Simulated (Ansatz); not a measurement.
# Cl3FGeH2O: the cost of one run

Program: Ansatz 0.2.0. Level of theory: RKS BLYP-D4/def2-SVP. These are calculated values, not measurements.

## Step 1: The starting structure

Bond lengths: Ge1–O2 2.120 Å, O2–H3 1.010 Å, Ge1–Cl4 2.220 Å, Ge1–Cl5 2.218 Å, Ge1–Cl6 2.218 Å, Ge1–F7 1.980 Å. Angles: Ge1–O2–H3 109.5°, O2–Ge1–Cl4 109.5°, O2–Ge1–Cl5 109.5°, O2–Ge1–Cl6 109.5°, O2–Ge1–F7 71.6°, Cl4–Ge1–Cl5 109.5°, Cl4–Ge1–Cl6 109.5°, Cl4–Ge1–F7 67.2°, Cl5–Ge1–Cl6 109.5°, Cl5–Ge1–F7 176.6°, Cl6–Ge1–F7 72.8°.

As a file:

```xyz
8

Ge    0.0000    0.0000    0.0000
O     0.0000    0.0000    2.1200
H    -0.9095   -0.2814    2.4571
Cl    2.0935    0.0000   -0.7393
Cl   -1.0456    1.8115   -0.7393
Cl   -1.0456   -1.8115   -0.7393
F     1.0334   -1.5693    0.6243
H     0.6874   -1.0439    1.6998
```

## Step 2: A restrained relaxation towards end A

Springs on the bonds that form and break draw the guess towards this end; the thresholds are loose.

The input, input.yaml:

```yaml
crystal:
  periodic: [false, false, false]
  atoms:
    - { symbol: Ge, position_ang: [0.0, 0.0, 0.0] }
    - { symbol: O, position_ang: [0.0, 0.0, 2.12] }
    - { symbol: H, position_ang: [-0.9095, -0.2814, 2.4571] }
    - { symbol: Cl, position_ang: [2.0935, 0.0, -0.7393] }
    - { symbol: Cl, position_ang: [-1.0456, 1.8115, -0.7393] }
    - { symbol: Cl, position_ang: [-1.0456, -1.8115, -0.7393] }
    - { symbol: F, position_ang: [1.0334, -1.5693, 0.6243] }
    - { symbol: H, position_ang: [0.6874, -1.0439, 1.6998] }
basis:
  gaussian: { orbitals: def2-SVP }
hamiltonian:
  xc: blyp
  dispersion: d4
relax:
  f_tol: 0.15
  max_steps: 25
  restrain:
    - { distance: [0, 6], at: 2.88, k: 30.0 }
    - { distance: [7, 1], at: 2.21, k: 30.0 }
    - { distance: [0, 1], at: 1.77, k: 30.0 }
    - { distance: [7, 6], at: 0.92, k: 30.0 }
```

Started as:

```sh
> ansatz run input.yaml --threads 4 --pin off --max-ram 5120MiB --backend cpu --events-out ev --progress --plain --runs-dir out
```

**Question.** How long does this run take on 4 threads of AMD EPYC 9R45 (Zen 5), shared host, and how much memory does it need?

About 5.4 s, with a peak of 0.21 GiB.
